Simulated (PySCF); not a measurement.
# SiSn: bond curves at several levels of theory

The task here is to estimate one member of a computed series from the others.

Method: Si x2c-SVPall, Sn x2c-SVPall, spin-free X2C with a Gaussian nucleus; program: PySCF 2.14.0.

The first run:

A driver script around PySCF takes these settings:

| Property | Result |
| --- | --- |
| atoms | Si, Sn |
| charge | 0 |
| basis | Si x2c-SVPall, Sn x2c-SVPall |
| Hamiltonian | spin-free X2C with a Gaussian nucleus |
| basis functions | 54 |
| electrons treated | 64 |
| masses in u | 27.9769, 119.9022 |
| levels | PBE0, PBE, r²SCAN, B97-3, M06-L, PW91, HF, MP2, SCS-MP2, CCSD, CCSD(T) |
| grid | 80 radial by 434 angular points |
| occupations | held fixed by the projection of orbital angular momentum |
| dissociation limit | Si + Sn, each in its ground configuration |
| starting distance in angstrom | 2.465 |
| values of 2S to try | 0, 2, 4 |

On the command line:

```bash
$ OMP_NUM_THREADS=1 python dia.py task.json out
```

Among the steps run: The job; The PBE0 curve of the state that the search chose; Excited determinants; PBE (GGA); r²SCAN (meta-GGA); B97-3 (global hybrid GGA); M06-L (meta-GGA); PW91; UHF (mean field); Adding correlation.

One table of the session follows, with a row left open; its other results are not shown here.

Differences from CCSD(T) in the same basis:

| level | Re (mÅ) | ωe (%) |
| --- | --- | --- |
| UHF | -62 | +15.5 |
| UHF-MP2 | -17 | +2.7 |
| UHF-SCS-MP2 | ? | ? |
| UHF-CCSD | -16 | +3.8 |
| PBE | +17 | -3.6 |
| PW91 | +15 | -3.6 |
| r²SCAN | -13 | +1.5 |
| M06-L | +3 | +0.2 |
| PBE0 | -23 | +4.0 |
| B97-3 | -6 | +1.5 |

**Question.** Estimate the row for UHF-SCS-MP2.

As computed: Re (mÅ): -27; ωe (%): +5.5. In the column «Re (mÅ)» it lies between UHF (-62) and PBE0 (-23).
